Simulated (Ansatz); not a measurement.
# Zn2Ag3: the cost of one run

Computed with Ansatz 0.2.0 (DFT PBE, scalar-relativistic, plane waves, PAW, unless a step's input says otherwise).

### 1 The system as given

It takes space group Pm-3m (No. 221, cubic). The conventional cell has a = 4.602 Å, b = 4.602 Å, c = 4.602 Å, α = 90.00°, β = 90.00°, γ = 90.00°. Around Zn (site symmetry m-3m) lie 6 Ag at 2.30 Å. Around Zn (site symmetry m-3m) lie 12 Ag at 3.25 Å. Ag (site symmetry 4/mmm) has 2 Zn at 2.30 Å as nearest neighbours.

Coordinates:

```
CELL_PARAMETERS angstrom
4.60203 0.00000 0.00000
0.00000 4.60203 0.00000
0.00000 0.00000 4.60203
ATOMIC_POSITIONS crystal
Zn 0.50000 0.50000 0.50000
Zn 0.00000 0.00000 0.00000
Ag 0.00000 0.50000 0.50000
Ag 0.50000 0.00000 0.50000
Ag 0.50000 0.50000 0.00000
```

Recipe of the guess: random cell by space group and Wyckoff sites (Pm-3m, No. 221). The dimensions are guesses.

### 2 The guess as it stands, on a coarse mesh

input.yaml reads:

```yaml
crystal:
  lattice:
    - [4.60203213, 0.0, 0.0]
    - [0.0, 4.60203213, 0.0]
    - [0.0, 0.0, 4.60203213]
  atoms:
    - { symbol: Zn, position: [0.5, 0.5, 0.5] }
    - { symbol: Zn, position: [0.0, 0.0, 0.0] }
    - { symbol: Ag, position: [0.0, 0.5, 0.5] }
    - { symbol: Ag, position: [0.5, 0.0, 0.5] }
    - { symbol: Ag, position: [0.5, 0.5, 0.0] }
basis:
  ecutwfc: 420
kpoints:
  mp_grid: { grid: [4, 4, 4] }
hamiltonian:
  xc: pbe
scf:
  occupations: { method: gaussian, width: 0.1 }
  lower_state_search: "off"
output:
  forces: true
  stress: true
  eigenvalues: true
```

On the command line:

```
$ ansatz run input.yaml --threads 1 --pin off --max-ram 2048MiB --backend cpu --events-out ev --progress --plain --runs-dir out
```

Q: Estimate wall time and peak memory on 1 thread of Intel Xeon Platinum 8488C (Sapphire Rapids), shared host.

About 1.9 s, with a peak of 0.42 GiB.
